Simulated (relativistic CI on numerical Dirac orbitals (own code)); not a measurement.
**Mn⁺: M2,3 absorption multiplets**

Wanted: the shape of the M2,3 absorption spectrum of Mn⁺ in 4 surroundings, from the same atomic integrals.

Method: Dirac-Coulomb-Breit CI, KLI orbitals optimised for each configuration, model QED (radiative potential, 1s self-energy scaled to tabulated hydrogen-like ionisation energies), valence Slater integrals scaled by 0.9, multiplet model of core-to-valence dipole absorption in a parametric crystal field. Code: relativistic CI on numerical Dirac orbitals (own code) version 1.

### Step 1. The atom as given

| Property | Result |
| --- | --- |
| ion | Mn⁺ (Mn II) |
| nuclear charge | 25 |
| electrons | 24 |
| configurations | [Ar] 3d6 → [Ne] 3s2 3p5 3d7 |
| magnetising field for the dichroism, Lz and Sz | exchange field 10 meV on Sz; these come from the lowest magnetised state alone (0 K) |
| temperature of the isotropic spectrum | 300 K |
| widths | Lorentz 1.2 eV, Gauss 0.3 eV |
| surrounding 1 | Td, 10Dq = -6350 cm⁻¹ |
| surrounding 2 | Td, 10Dq = -7700 cm⁻¹ |
| surrounding 3 | Td, 10Dq = -9000 cm⁻¹ |
| surrounding 4 | Td, 10Dq = -10350 cm⁻¹ |

### Step 2. Surrounding 1: Td, 10Dq = -6350

The run's settings:

```ini
atom Mn  Z=25  charge=1  electrons=24
nucleus A=55  rms_radius_fm=3.7057
hamiltonian dirac-coulomb  breit=on  qed=on  c_scale=1
orbitals kli  potential=per-configuration
slater_scale 0.9
correlation none
mixing on
configurations
  [Ar] 3d6
  [Ne] 3s2 3p5 3d7
end
absorption M2,3 T=300 lorentz=1.2 gauss=0.3
crystal_field Td 10Dq=-6350
```

### Step 3. Surrounding 2: Td, 10Dq = -7700

The settings differ from step 2 so:

```diff
@@ -12,2 +12,2 @@
 absorption M2,3 T=300 lorentz=1.2 gauss=0.3
-crystal_field Td 10Dq=-6350
+crystal_field Td 10Dq=-7700
```

### Step 4. Surrounding 3: Td, 10Dq = -9000

The settings differ from step 3 so:

```diff
@@ -12,2 +12,2 @@
 absorption M2,3 T=300 lorentz=1.2 gauss=0.3
-crystal_field Td 10Dq=-7700
+crystal_field Td 10Dq=-9000
```

### Step 5. Surrounding 4: Td, 10Dq = -10350

The settings differ from step 4 so:

```diff
@@ -12,2 +12,2 @@
 absorption M2,3 T=300 lorentz=1.2 gauss=0.3
-crystal_field Td 10Dq=-9000
+crystal_field Td 10Dq=-10350
```

(Steps that only read results are left out.)

What does the calculation give? Wanted: highest peak, first run; ground spin; core spin-orbit splitting.

**Answer**, as computed:

| surrounding | ground S | Lz (0 K) | Sz (0 K) | centroid (eV) | share of the lower edge | up to four highest peaks (% of the highest), eV |
| --- | --- | --- | --- | --- | --- | --- |
| 1: Td | 2.00 | -0.16 | -2.00 | 52.92 | - | 50.5 (45), 54.2 (100) |
| 2: Td | 2.00 | -0.13 | -2.00 | 52.95 | - | 50.5 (46), 54.2 (100) |
| 3: Td | 2.00 | -0.11 | -2.00 | 52.97 | - | 50.8 (48), 54.2 (100) |
| 4: Td | 2.00 | -0.10 | -2.00 | 53.00 | - | 51.0 (50), 54.2 (100) |

| quantity | value |
| --- | --- |
| highest peak, first run | 54.2 eV |
| ground spin (effective S from ⟨S²⟩) | 2.00 |
| core spin-orbit splitting (without Breit) | 1.22 eV |

**Reading.** The highest peak stays in place, within the step of the energy grid, in all surroundings. Edge positions are free-ion values and differ from those in solids by a few eV or more.
